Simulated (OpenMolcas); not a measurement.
# Nb³⁺ among point charges: CASSCF levels and susceptibility

Aim: the splitting of the states of Nb³⁺ in the field of 6 point charges, its lowest levels with spin-orbit coupling and its magnetic susceptibility.

Program: OpenMolcas 26.06. Level of theory: state-averaged CASSCF, spin-orbit coupling by RASSI with atomic mean-field integrals. These are calculated values, not measurements, unless marked.

1 further run of the same task is left out (it didn't finish).

### 1 Starting point

```
Species                           : Nb³⁺ (niobium, Z = 41, 38 electrons)
Basis                             : ANO-RCC-VDZP [6s5p3d1f], 43 functions
Scalar Hamiltonian                : DKH2, point nucleus
Inactive shells                   : 1s 2s 2p 3s 3p 3d 4s 4p
Active space                      : 2 electrons in 5 orbitals (4d)
Some configurations of this space : 4d²
Orbitals                          : optimised for each spin and parity, averaged over all roots
```

Outer shells as boxes (Hund's rule):

4d2
```
4d [↑ ][↑ ][  ][  ][  ]
```

The ion sits among 6 point charges of -1.7 e arranged as an octahedron (Oh), 1.86 Å from the ion. The active orbitals were held to one l.

The work runs as a chain of OpenMolcas steps in one folder; each step below is one input file. Labels, J, g values, rates, χT and fits are worked out afterwards by a script from the matrices that RASSI stores. The input lists half of the charges; inversion (Group=XYZ) makes the rest.

### 2 One- and two-electron integrals

File a.inp:

```
&GATEWAY
Coord
1

Nb 0.0 0.0 0.0
Basis=ANO-RCC-VDZP
Group=XYZ
NoMove
AngMom=0.0 0.0 0.0
AMFI
XField
3 Angstrom 0
1.860000 0.000000 0.000000 -1.700000
0.000000 1.860000 0.000000 -1.700000
0.000000 0.000000 1.860000 -1.700000
&SEWARD
```

On the command line:

```console
> OMP_NUM_THREADS=1 MOLCAS_MEM=1689 MOLCAS_PROJECT=a pymolcas a.inp > a.log
```

### 3 CASSCF: triplets of even parity, 10 roots

File a.inp:

```
&RASSCF
FileOrb=start.orb
Symmetry=1
Spin=3
nActEl=2 0 0
Inactive=9 9
Ras2=5 0
CIRoot=10 10 1
SDav=10
CIMx=300
Iter=120 100
PrWF=0.3
OrbListing=Nothing
MaxOrb=0
SupSym
1
15 4 5 6 7 8 10 11 12 13 14 17 18 19 20 21
0
>>> COPY $Project.JobIph JOB001
```

start.orb holds the contracted functions of the basis, ordered by shell, or the orbitals of the step before.

### 4 CASSCF: singlets of even parity, 15 roots

File a.inp:

```
&RASSCF
FileOrb=start.orb
Symmetry=1
Spin=1
nActEl=2 0 0
Inactive=9 9
Ras2=5 0
CIRoot=15 15 1
SDav=15
CIMx=300
Iter=120 100
PrWF=0.3
OrbListing=Nothing
MaxOrb=0
SupSym
1
15 4 5 6 7 8 10 11 12 13 14 17 18 19 20 21
0
>>> COPY $Project.JobIph JOB002
```

### 5 State interaction with spin-orbit coupling

File a.inp:

```
&RASSI
NrOfJobIphs=2 10 15
1 2 3 4 5 6 7 8 9 10
1 2 3 4 5 6 7 8 9 10 11 12 13 14 15
IphNames
JOB001
JOB002
EJob
SpinOrbit
DIPRint=1.0
SOCoupling=1000.0
Subsets=2
Property=9
'ANGMOM' 1 'ANGMOM' 2 'ANGMOM' 3 'MLTPL  1' 1 'MLTPL  1' 2 'MLTPL  1' 3
'AMFI' 1 'AMFI' 2 'AMFI' 3
SOProperty=3
'ANGMOM' 1 'ANGMOM' 2 'ANGMOM' 3
```

Q: Predict the outcome of this session. Wanted: spin-free ground state; first state of the same spin within the active space; lowest level; next level.

The runs gave:

| quantity | value |
| --- | --- |
| method | CASSCF |
| spin-free ground state | 3T1, 3-fold in its orbital part |
| first state of the same spin within the active space | 3T2 at 21400 cm⁻¹ |
| lowest level | 2-fold E, g = 0.00, 0.00, 0.00 |
| next level | 18.8 cm⁻¹ |
| χT at 300 K | 0.54 cm³ K/mol |
| effective moment at 300 K | 2.07 μB |

The spin-free ground state (3T1) comes to 88 % from free-ion F terms and keeps the highest spin of the shell. χT at 300 K is 0.54, against 1.00 cm³ K/mol for the spin alone, so spin-orbit coupling lowers it. A ligand-field fit to the states below 45000 cm-1 gives 10Dq = 23279 cm-1, B = 657 cm-1 and C = 2352 cm-1 (C/B = 3.58), with a deviation of 223 cm-1. The field of point charges can differ much from that of real complexes. Point charges carry no covalency, so the field is a model and not that of real ligands.
